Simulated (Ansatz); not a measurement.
**AsH₂+ (singlet): the correlation ladder at angle H2–As1–H3 = 159.2°, cc-pVDZ**

The task here is to estimate one member of a computed series from the others.

Program: Ansatz 0.2.0, Gaussian basis. Level of theory: cc-pVDZ, core rule «outside noble gas», up to 14 orbitals frozen. These are calculated values, not measurements.

To be run: UHF; CCSD(T) on RHF; CCSD(T) on UHF; BCCD(T) on RHF; CISD; CCSDT(Q) on RHF; CCSDT(Q) on UHF; CCSDTQ on RHF; CASSCF and MRCISD+Q, 2 electrons in 2 orbitals; CASSCF and NEVPT2, 2 electrons in 2 orbitals; CASSCF and MRCISD+Q, 6 electrons in 6 orbitals; CASSCF and NEVPT2, 6 electrons in 6 orbitals; Full CI.

11 further runs of the same task are left out: 8 that didn't finish, 3 set aside as unsound or not needed.

### The system

The geometry derives from a PBE0/def2-TZVP stationary point (not a proven minimum). One angle is set to the value named; bond lengths are kept. No spin-orbit coupling is included. The filled d shell of As may be among the frozen orbitals whatever the setting's name suggests; the logs give the count.

3 atoms, charge 1, spin multiplicity 1.

Atoms are counted from 1 here; the program's logs count them from 0.

Bond lengths: As1–H2 1.530 Å, As1–H3 1.530 Å. Angles: H2–As1–H3 159.2°.

The first run:

Contents of in.yaml:

```yaml
crystal:
  periodic: [false, false, false]
  atoms:
    - {symbol: As, position_ang: [0.000000, -0.007236, 0.000000]}
    - {symbol: H, position_ang: [0.000000, 0.268951, -1.504814]}
    - {symbol: H, position_ang: [0.000000, 0.268947, 1.504815]}
basis:
  gaussian: {orbitals: cc-pVDZ}
total_charge: 1
magnetization: {spin_polarized: true, initial_magnetization: 0}
hamiltonian: {xc: hf}
output: {orbitals: {seedname: orbitals}}
```

Run with:

```bash
ansatz run in.yaml --threads 1 --pin off --events-out ev --progress --plain --max-ram 2393MiB
```

Steps of the session up to this table: UHF; CCSD(T) on RHF; CCSD(T) on UHF; BCCD(T) on RHF; CISD; CCSDT(Q) on RHF; CCSDT(Q) on UHF; CCSDTQ on RHF; CASSCF and MRCISD+Q, 2 electrons in 2 orbitals; CASSCF and NEVPT2, 2 electrons in 2 orbitals; CASSCF and MRCISD+Q, 6 electrons in 6 orbitals; CASSCF and NEVPT2, 6 electrons in 6 orbitals; Full CI.

One of the session's tables, all rows but one given; the rest of the session is left out.

| method | from FCI (meV) |
| --- | --- |
| RHF | +3492.1 |
| RMP2 | +999.8 |
| CISD | ? |
| RCCSD | +162.5 |
| RCCSD(T) | +60.4 |
| BCCD(T) | +61.3 |
| RCCSDT | +13.0 |
| RCCSDT(Q) | +2.5 |
| RCCSDTQ | +0.2 |
| CASSCF pair | +2957.7 |
| NEVPT2 pair | +848.6 |
| MRCISD pair | +187.2 |
| MRCISD+Q pair | -19.6 |
| FCI | 0 |

Estimate the missing values for CISD.

**Answer.** from FCI (meV): +344.1. In the column «from FCI (meV)» it lies between MRCISD pair (+187.2) and NEVPT2 pair (+848.6).

Among the levels timed on like hardware and quicker than the yardstick, those that no quicker one beats, quickest first: CISD (0.75 s, +344.1 meV); BCCD(T) (0.93 s, +61.3 meV); MRCISD+Q pair (1.1 s, -19.6 meV); RCCSDT(Q) (1.7 s, +2.5 meV).

Left out of the table: CASSCF valence, NEVPT2 valence, MRCISD valence, MRCISD+Q valence (the active space lost an orbital or holds another state than full CI finds).

Caveats from the session: The yardstick is full CI for this spin, exact in this basis with these frozen cores. Left out of the table: UHF, UMP2, UCCSD, UCCSD(T), UCCSDT, UCCSDT(Q) (another determinant or state than the rows shown). MRCISD+Q pair falls below full CI: the +Q correction isn't variational, and the cores differ from full CI's. Of the multireference levels listed MRCISD+Q pair comes nearest in total energy (-19.6 meV), which doesn't show that its space is the better one. Warnings in the runs' records: large difference.
